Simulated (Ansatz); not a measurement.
# C2H5FGaN: the cost of one run

Method: RKS B3LYP/def2-SVP, in Ansatz 0.2.0.

**1. The starting structure**

Bond lengths: C1–C2 1.333 Å, C2–N3 1.379 Å, C2–Ga4 2.018 Å, Ga4–F5 1.755 Å, C1–H6 1.080 Å, C1–H7 1.079 Å, N3–H8 1.011 Å, N3–H9 1.013 Å, Ga4–H10 1.569 Å. Angles: C1–C2–N3 126.2°, C1–C2–Ga4 119.2°, N3–C2–Ga4 114.3°, C2–C1–H6 122.6°, C2–C1–H7 120.2°, H6–C1–H7 117.2°, C2–N3–H8 117.0°, C2–N3–H9 115.5°, H8–N3–H9 114.1°, C2–Ga4–F5 116.1°, C2–Ga4–H10 128.7°, F5–Ga4–H10 115.1°.

Structure file:

```xyz
10

C     0.9137    0.5208    1.1373
C    -0.0345    0.0841    0.3082
N    -1.3576   -0.1376    0.6288
Ga    0.4807   -0.5175   -1.5482
F    -0.8443   -0.9514   -2.6150
H     0.7051    0.8207    2.1538
H     1.9388    0.5814    0.8056
H    -1.7045    0.2976    1.4732
H    -2.0055   -0.1070   -0.1495
H     1.9082   -0.5910   -2.1943
```

**2. End point A**

The input, input.yaml:

```yaml
crystal:
  periodic: [false, false, false]
  atoms:
    - { symbol: C, position_ang: [0.91367, 0.52083, 1.13733] }
    - { symbol: C, position_ang: [-0.03452, 0.08407, 0.30818] }
    - { symbol: "N", position_ang: [-1.35764, -0.13764, 0.62884] }
    - { symbol: Ga, position_ang: [0.48065, -0.51753, -1.54819] }
    - { symbol: F, position_ang: [-0.84428, -0.95142, -2.61496] }
    - { symbol: H, position_ang: [0.70514, 0.82074, 2.15383] }
    - { symbol: H, position_ang: [1.93883, 0.58139, 0.80562] }
    - { symbol: H, position_ang: [-1.70453, 0.29761, 1.4732] }
    - { symbol: H, position_ang: [-2.00551, -0.10702, -0.14955] }
    - { symbol: H, position_ang: [1.90819, -0.59104, -2.19431] }
basis:
  gaussian: { orbitals: def2-SVP }
hamiltonian:
  xc: b3lyp
relax:
  f_tol: 0.02
  max_steps: 50
```

Command:

```
$ ansatz run input.yaml --threads 2 --pin off --max-ram 3072MiB --backend cpu --events-out ev --progress --plain --runs-dir out
```

Q: Estimate wall time and peak memory on 2 threads of Arm Neoverse V2, shared host.

About 30 s, with a peak of 0.27 GiB.
